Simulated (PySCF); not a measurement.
Molecule: COAlFH4, in a box.

```xyz
8
Lattice="12.0000 0.0000 0.0000 0.0000 14.0000 0.0000 0.0000 0.0000 12.0000" Properties=species:S:1:pos:R:3 pbc="T T T"
C     6.0041    8.6138    6.0780
O     5.8401    7.3693    6.6948
Al    5.3902    5.8167    6.2740
F     4.9900    5.4712    4.7121
H     7.0360    8.9572    6.2000
H     5.7773    8.5820    5.0066
H     5.3453    9.3516    6.5461
H     5.3484    4.6904    7.3559
```

Base run:

| Item | Value |
| --- | --- |
| Program | PySCF 2.14.0 |
| Functional | CAM-B3LYP |
| Potentials or basis | 6-31g* (all-electron) |
| k mesh | 1 × 1 × 1 |
| Occupations | fixed |
| Spin | no spin polarisation |

Its results: gap between the frontier levels 10.39 eV.

After a change of settings the same cell gave: gap between the frontier levels 8.07 eV. Which change was it?
A. functional from CAM-B3LYP to PBE0; dispersion from none to D3
B. functional from CAM-B3LYP to rSCAN
C. functional from CAM-B3LYP to X3LYP; dispersion from none to D4

A.

Caveats: this is a molecule in a periodic box at the Γ point, so its band gap is the HOMO-LUMO gap; the basis of atomic orbitals isn't converged, which shifts pressures, moduli and gaps.

Runs at the PBE level aren't shown here.
